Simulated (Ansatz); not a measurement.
Here is an Ansatz 0.2.0 calculation.

The input input.yaml:

```yaml
crystal:
  lattice:
    - [4.0614990892, -6.365982, 0.0]
    - [4.0614990892, 6.365982, 0.0]
    - [-4.0080547132, 0.0, 4.0643706322]
  atoms:
    - { symbol: W, position: [0.621043, 0.378957, 0.75] }
    - { symbol: W, position: [0.378957, 0.621043, 0.25] }
    - { symbol: Ba, position: [0.126298, 0.873702, 0.75] }
    - { symbol: Ba, position: [0.873702, 0.126298, 0.25] }
    - { symbol: O, position: [0.317223, 0.231046, 0.383674] }
    - { symbol: O, position: [0.768954, 0.682777, 0.116326] }
    - { symbol: O, position: [0.682777, 0.768954, 0.616326] }
    - { symbol: O, position: [0.231046, 0.317223, 0.883674] }
    - { symbol: O, position: [0.164534, 0.567584, 0.341947] }
    - { symbol: O, position: [0.432416, 0.835466, 0.158053] }
    - { symbol: O, position: [0.835466, 0.432416, 0.658053] }
    - { symbol: O, position: [0.567584, 0.164534, 0.841947] }
hamiltonian:
  xc: pbesol
  pseudopotentials: { kind: paw }
kpoints:
  mp_grid: { grid: [5, 5, 7] }
scf:
  occupations: { method: fermi_dirac, width: 0.05 }
output:
  forces: true
  stress: true
  eigenvalues: true
relax:
  f_tol: 0.01
  max_steps: 40
  cell: { stress_tol: 0.05 }
```

Potentials or basis: Ansatz PAW.

Launch:

```sh
$ ansatz run input.yaml --threads 4 --pin off --max-ram 11264MiB --backend cpu --events-out ev --progress --plain --runs-dir out
```

Q: Predict the relaxed volume.

A: 16.44 Å³/atom.

Q: Estimate the space group after relaxing (to 0.05 Å).

A: I4_1/a (No. 88).

The path:
```tsv
step	energy change (eV)	largest force (eV/Å)	volume (Å³)
1	0.0000	1.3216	210.17
2	-0.1705	0.4001	183.97
3	-0.3783	0.1226	199.73
4	-0.3884	0.0612	198.10
5	-0.3903	0.0291	197.83
6	-0.3899	0.0027	198.03
7	-0.3627	0.0027	198.03
8	-0.3657	0.0013	197.28
9	-0.3634	0.0013	197.28
```

Caveat: odd divisions of the mesh miss points on the zone boundary, where band edges often lie, so the gap on the mesh can be too wide; the plane-wave basis is chosen anew once the cell has moved, so the energies of steps on either side of that aren't comparable; the pressure holds a Pulay correction of +0.5 GPa for the finite cutoff; spin-orbit coupling is left out, which moves the levels of the heavy elements; the PAW data sets come from PBE, with cores solved anew for the run's functional, which leaves a small shift of forces and pressure.
